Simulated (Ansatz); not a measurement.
# TaAs: the cost of one run

Program: Ansatz 0.2.0. Level of theory: DFT LDA, scalar-relativistic, plane waves, PAW. These are calculated values, not measurements.

## (1) The structure to begin with

It takes space group I4_1md (No. 109, tetragonal). Conventional cell: a = 3.444 Å, b = 3.444 Å, c = 11.736 Å, α = 90.00°, β = 90.00°, γ = 90.00°. Around Ta (site symmetry 2mm) lie 6 As at 2.61 to 2.62 Å. As (site symmetry 2mm) has 6 Ta at 2.61 to 2.62 Å as nearest neighbours.

Structure file:

```
Ta As
1.0
    -1.72181    1.72181    5.86794
     1.72181   -1.72181    5.86794
     1.72181    1.72181   -5.86794
Ta As
2 2
Direct
  0.24997 0.74997 0.50000
  0.49997 0.49997 0.00000
  0.83263 0.33263 0.50000
  0.08263 0.08263 0.00000
```

The structure rests on an entry of the Materials Project (structure only); cell or positions may have been set otherwise for this series.

## (2) Relaxing the atoms: TaAs, no spin

input.yaml reads:

```yaml
crystal:
  lattice:
    - [-1.7218133622, 1.7218133622, 5.8679415361]
    - [1.7218133622, -1.7218133622, 5.8679415361]
    - [1.7218133622, 1.7218133622, -5.8679415361]
  atoms:
    - { symbol: Ta, position: [0.2499673, 0.7499673, 0.5] }
    - { symbol: Ta, position: [0.4999673, 0.4999673, 0.0] }
    - { symbol: As, position: [0.83263212, 0.33263212, 0.5] }
    - { symbol: As, position: [0.08263212, 0.08263212, 0.0] }
scf:
  occupations: { method: gaussian, width: 0.05 }
output:
  forces: true
  stress: true
  eigenvalues: true
  write_density: true
  write_potential: true
  elf: true
  volumetric_format: npy
kpoints:
  mp_grid: { grid: [9, 9, 9] }
hamiltonian:
  xc: lda
relax:
  f_tol: 0.003
  max_steps: 60
```

The run is started by

```
$ ansatz run input.yaml --threads 8 --pin off --max-ram 32768MiB --backend cpu --events-out ev --progress --plain --runs-dir out
```

**Question.** How long does this run take on 8 threads of Intel Xeon Platinum 8259CL at 2.50GHz (Skylake/Cascade Lake), shared host, and how much memory does it need?

About 7.2 s, with a peak of 0.59 GiB.
